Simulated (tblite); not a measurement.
# C3H13FSSi3: the cost of one run

Programs: tblite 0.8.0 and PySCF 2.14.0, with density-fitted response routines of our own. Each step states its level of theory. These are calculated values for one molecule in the gas phase, unless marked as measured. Atoms count from 0, in the outputs and in this text.

## Step 1: The molecule as given

21 atoms, charge 0, multiplicity 1; geometry from: force field or distance geometry start.

Bonds of the start (Å): F0–C1 1.38, C1–Si2 1.85, C1–C3 1.51, C3–Si4 1.86, Si4–C5 1.85, C5–S6 1.82, S6–Si7 2.15, C1–H8 1.09, Si2–H9 1.48, Si2–H10 1.47, Si2–H11 1.48, C3–H12 1.11, C3–H13 1.12, Si4–H14 1.48, Si4–H15 1.46, C5–H16 1.11, C5–H17 1.11, Si7–H18 1.48, Si7–H19 1.46, Si7–H20 1.48.

## Step 2: Relaxing the molecule with GFN2-xTB

Job settings and geometry (Å):

```
{"job": {"kind": "relax", "xc": "GFN2-xTB", "basis": "xTB"}, "charge": 0, "multiplicity": 1}
F     -2.015600     1.782300     0.472400
C     -2.411900     0.648900    -0.206900
Si    -4.078500     0.025600     0.306200
C     -1.408600    -0.439100     0.112800
Si     0.267700    -0.070900    -0.599000
C      1.640200    -0.238300     0.623500
S      3.002300    -1.126900    -0.199400
Si     4.698500     0.198600    -0.248900
H     -2.376400     0.825900    -1.286400
H     -4.199700     0.070300     1.783000
H     -5.106200     0.906700    -0.275200
H     -4.276600    -1.374900    -0.134000
H     -1.767600    -1.387200    -0.340900
H     -1.267900    -0.568000     1.217600
H      0.458200    -0.934100    -1.783300
H      0.251700     1.309000    -1.082400
H      1.337300    -0.714100     1.576800
H      2.011200     0.776800     0.894400
H      4.658600     1.092500     0.930700
H      5.960800    -0.534300    -0.325100
H      4.613500     1.077700    -1.436300
```

Run with:

```bash
$ OMP_NUM_THREADS=1 python probes_run.py task.json out
```

One launch serves the whole session: the jobs run in the order shown.

Q: Estimate the wall time and peak memory of this first job on 1 thread of Arm Neoverse V2, shared host.

About 1.6 s, with a peak of 0.18 GiB.
